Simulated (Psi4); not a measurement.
# BSiH4O2F (SMILES OB(F)O[SiH3]) at MP2/6-31G(d) (spherical functions)

Aim: the energy change on altering one bond length of BSiH4O2F at MP2/6-31G* (spherical functions), from 2 runs. 

The results are computed with Psi4 1.11.

12 further runs of the same task are left out: 12 that didn't finish.

## 1. The molecule

BSiH4O2F has 9 atoms, charge 0, and is taken as a singlet. As SMILES, `OB(F)O[SiH3]`. Geometry: relaxed at PBE0-D4/def2-TZVP. This is one conformer, not always the lowest.

Bond lengths: O1–B2 1.359 Å, B2–F3 1.334 Å, B2–O4 1.348 Å, O4–Si5 1.655 Å, O1–H6 0.960 Å, Si5–H7 1.480 Å, Si5–H8 1.484 Å, Si5–H9 1.484 Å. Some angles: O1–B2–F3 120.0°, O1–B2–O4 121.1°, F3–B2–O4 118.9°, B2–O4–Si5 131.9°, B2–O1–H6 113.4°, O4–Si5–H7 106.4°, O4–Si5–H8 110.2°, O4–Si5–H9 110.2°, H7–Si5–H8 110.1°, H7–Si5–H9 110.1°.

## 2. The energy at MP2/6-31G(d) (spherical functions)

input.json reads:

```json
{
 "schema_name": "qcschema_input",
 "schema_version": 1,
 "molecule": {
  "schema_name": "qcschema_molecule",
  "schema_version": 2,
  "symbols": ["O", "B", "F", "O", "Si", "H", "H", "H", "H"],
  "geometry": [-3.05020694, 1.05201053, 0.74455209, -0.74719771, 2.1866021, 0.6665064, -0.52402105, 4.63134079, 1.24325082, 1.33962685, 0.88231313, 0.0117163, 1.76538215, -2.10685566, -0.8031336, -4.38888892, 2.17299607, 1.23606986, 4.50113866, -2.40732211, -1.30561178, 0.29196269, -2.69777302, -3.11389071, 0.97925608, -3.80023924, 1.28841527],
  "molecular_charge": 0,
  "molecular_multiplicity": 1,
  "fix_symmetry": "c1",
  "fix_com": true,
  "fix_orientation": true
 },
 "driver": "energy",
 "model": {
  "method": "mp2",
  "basis": "6-31G*"
 },
 "keywords": {
  "puream": true,
  "e_convergence": 1e-09,
  "d_convergence": 1e-08,
  "scf_type": "pk",
  "num_frozen_docc": 9,
  "mp2_type": "conv"
 }
}
```

Launch:

```bash
psi4 --qcschema input.json -n 1 --memory 2200MB
```

stdout:

```text
[...]
  Running in c1 symmetry.
[...]
  Nuclear repulsion =  222.106224998276275
[...]
  Multiplicity = 1
[...]
  Nalpha       = 24
  Nbeta        = 24
[...]
    Number of basis functions: 82
[...]
   @RHF iter   1:  -565.17041050611829   -1.10847e+00   6.92213e-03 DIIS/ADIIS
[...]
   @RHF iter  11:  -565.30412931885462   -7.04858e-12   7.56080e-09 DIIS
[...]
    Orbital Energies [Eh]
    ---------------------
    Doubly Occupied:
       1A    -68.794286     2A    -26.292490     3A    -20.587932
       4A    -20.569932     5A     -7.703851     6A     -6.152140
       7A     -4.258807     8A     -4.257517     9A     -4.257488
      10A     -1.606263    11A     -1.392438    12A     -1.354219
      13A     -0.814577    14A     -0.765336    15A     -0.748736
      16A     -0.679060    17A     -0.678554    18A     -0.621779
      19A     -0.583418    20A     -0.576580    21A     -0.559872
      22A     -0.533290    23A     -0.472671    24A     -0.467132
[...]
  @RHF Final Energy:  -565.30412931885462
   => Energetics <=
    Nuclear Repulsion Energy =            222.1062249982762751
    One-Electron Energy =               -1225.3639707769200413
    Two-Electron Energy =                 437.9536164597890320
    Total Energy =                       -565.3041293188547343
[...]
 Multipole Moments:
 ------------------------------------------------------------------------------------
     Multipole            Electronic (a.u.)      Nuclear  (a.u.)        Total (a.u.)
 ------------------------------------------------------------------------------------
 L = 1.  Multiply by 2.5417464519 to convert [e a0] to [Debye]
 Dipole X            :         -4.4789227            3.9619999           -0.5169228
 Dipole Y            :        -32.0629927           31.8613494           -0.2016433
 Dipole Z            :         -7.4018636            7.4330487            0.0311851
 Magnitude           :                                                    0.5557353
[...]
	SCS-MP2 Total Energy (a.u.)        :  -565.95167175552535
	SOS-MP2 Total Energy (a.u.)        :  -565.89301160505158
	SCSN-MP2 Total Energy (a.u.)       :  -565.61385491335591
[...]
	SOS-PI-MP2 Total Energy (a.u.)     :  -565.99115865275110
[...]
	MP2 Total Energy (a.u.)            :  -565.97084500877327
[...]
```

The result, in JSON:

```text
{
 "driver": "energy",
 "model": {
  "method": "mp2",
  "basis": "6-31G*"
 },
 "success": true,
 "return_result": -565.9708450087733,
 "properties": {
  "calcinfo_nbasis": 82,
  "calcinfo_nmo": 82,
  "calcinfo_nalpha": 24,
  "calcinfo_nbeta": 24,
  "calcinfo_natom": 9,
  "nuclear_repulsion_energy": 222.10622499827628,
  "return_energy": -565.9708450087733,
  "scf_one_electron_energy": -1225.36397077692,
  "scf_two_electron_energy": 437.95361645978903,
  "scf_dipole_moment": [-0.5169228147135039, -0.20164331226708399, 0.03118511280116465],
  "scf_total_energy": -565.3041293188546,
  "scf_iterations": 11,
  "mp2_same_spin_correlation_energy": -0.1759804514211672,
  "mp2_opposite_spin_correlation_energy": -0.490735238497507,
  "mp2_singles_energy": 0.0,
  "mp2_doubles_energy": -0.6667156899186741,
  "mp2_correlation_energy": -0.6667156899186466,
  "mp2_total_energy": -565.9708450087733
 }
}
```

Run time: 2.8 s. Hardware: 1 thread of AMD EPYC 9R45 (Zen 5), shared host; peak memory 0.38 GiB.

## 3. The distorted shape

input.dat reads:

```
memory 2200 MB

molecule geom {
  0 1
  O
  B 1 R2
  F 2 R3 1 A3
  O 2 R4 3 A4 1 D4
  Si 4 R5 2 A5 3 D5
  H 1 R6 2 A6 3 D6
  H 5 R7 4 A7 2 D7
  H 5 R8 7 A8 4 D8
  H 5 R9 7 A9 4 D9

  R2 = 1.359197
  R3 = 1.334449
  A3 = 120.04275
  R4 = 1.34756
  A4 = 118.87028
  D4 = 179.99096
  R5 = 1.654927
  A5 = 131.9216
  D5 = 179.99385
  R6 = 0.95988
  A6 = 113.38885
  D6 = -0.01857
  R7 = 1.480479
  A7 = 106.41385
  D7 = -179.93199
  R8 = 2.2253
  A8 = 110.07505
  D8 = 119.35462
  R9 = 1.483596
  A9 = 110.07877
  D9 = -119.36319
  symmetry c1
  no_reorient
  no_com
}

set {
  puream          true
  e_convergence   1e-09
  d_convergence   1e-08
  scf_type        pk
  num_frozen_docc 9
  mp2_type        conv
}

energy('mp2/6-31G*')
print_variables()
```

Launch:

```bash
psi4 -n 1 input.dat output.dat
```

output.dat:

```text
[...]
  Running in c1 symmetry.
[...]
  Nuclear repulsion =  219.717750421445430
[...]
  Multiplicity = 1
[...]
  Nalpha       = 24
  Nbeta        = 24
[...]
    Number of basis functions: 82
[...]
   @RHF iter   1:  -565.08521809815079   -1.22030e+00   6.90450e-03 ADIIS/DIIS
[...]
   @RHF iter  11:  -565.21882227430171   -1.28466e-11   8.35545e-09 DIIS
[...]
    Orbital Energies [Eh]
    ---------------------
    Doubly Occupied:
       1A    -68.847971     2A    -26.299290     3A    -20.592514
       4A    -20.588676     5A     -7.713280     6A     -6.197799
       7A     -4.304482     8A     -4.303289     9A     -4.303046
      10A     -1.612862    11A     -1.400650    12A     -1.367136
      13A     -0.824820    14A     -0.770576    15A     -0.755385
      16A     -0.686059    17A     -0.679000    18A     -0.625376
      19A     -0.588233    20A     -0.583027    21A     -0.573373
      22A     -0.536379    23A     -0.489304    24A     -0.378402
[...]
  @RHF Final Energy:  -565.21882227430171
   => Energetics <=
    Nuclear Repulsion Energy =            219.7177504214454302
    One-Electron Energy =               -1219.8312881933188692
    Two-Electron Energy =                 434.8947154975717240
    Total Energy =                       -565.2188222743017150
[...]
 Multipole Moments:
 ------------------------------------------------------------------------------------
     Multipole            Electronic (a.u.)      Nuclear  (a.u.)        Total (a.u.)
 ------------------------------------------------------------------------------------
 L = 1.  Multiply by 2.5417464519 to convert [e a0] to [Debye]
 Dipole X            :          1.0683077           -0.5571903            0.5111174
 Dipole Y            :         -8.0405600            7.8255820           -0.2149780
 Dipole Z            :          2.2741690           -2.5051359           -0.2309669
 Magnitude           :                                                    0.6006681
[...]
	SCS-MP2 Total Energy (a.u.)        :  -565.87563433451214
	SOS-MP2 Total Energy (a.u.)        :  -565.81674892829915
	SCSN-MP2 Total Energy (a.u.)       :  -565.52973721910587
[...]
	SOS-PI-MP2 Total Energy (a.u.)     :  -565.91640337063211
[...]
	MP2 Total Energy (a.u.)            :  -565.89375070460494
[...]
```

Run time: 2.7 s. Hardware: 1 thread of AMD EPYC 9R45 (Zen 5), shared host; peak memory 0.38 GiB.

## 4. Outcome

Level: MP2/6-31G* (spherical functions), 9 core orbitals frozen.

| quantity | value |
| --- | --- |
| first shape: total energy | -565.97085 Eh |
| first shape: HOMO energy (Hartree–Fock orbitals) | -12.71 eV |
| first shape: LUMO energy (Hartree–Fock orbitals) | 3.72 eV |
| first shape: HOMO–LUMO gap (Hartree–Fock orbitals) | 16.43 eV |
| first shape: correlation energy (9 core orbitals frozen) | -666.7 mEh |
| distorted shape: total energy | -565.89375 Eh |
| distorted shape: HOMO energy (Hartree–Fock orbitals) | -10.30 eV |
| distorted shape: LUMO energy (Hartree–Fock orbitals) | 2.59 eV |
| distorted shape: HOMO–LUMO gap (Hartree–Fock orbitals) | 12.89 eV |
| distorted shape: correlation energy (9 core orbitals frozen) | -674.9 mEh |
| energy change with the Si5–H8 bond stretched from 1.484 to 2.225 Å | 2.098 eV |

In words: With the Si5–H8 bond stretched from 1.484 to 2.225 Å the energy rises by 2.10 eV (48 kcal/mol). The first shape isn't relaxed at this level, so the change isn't measured from a minimum.
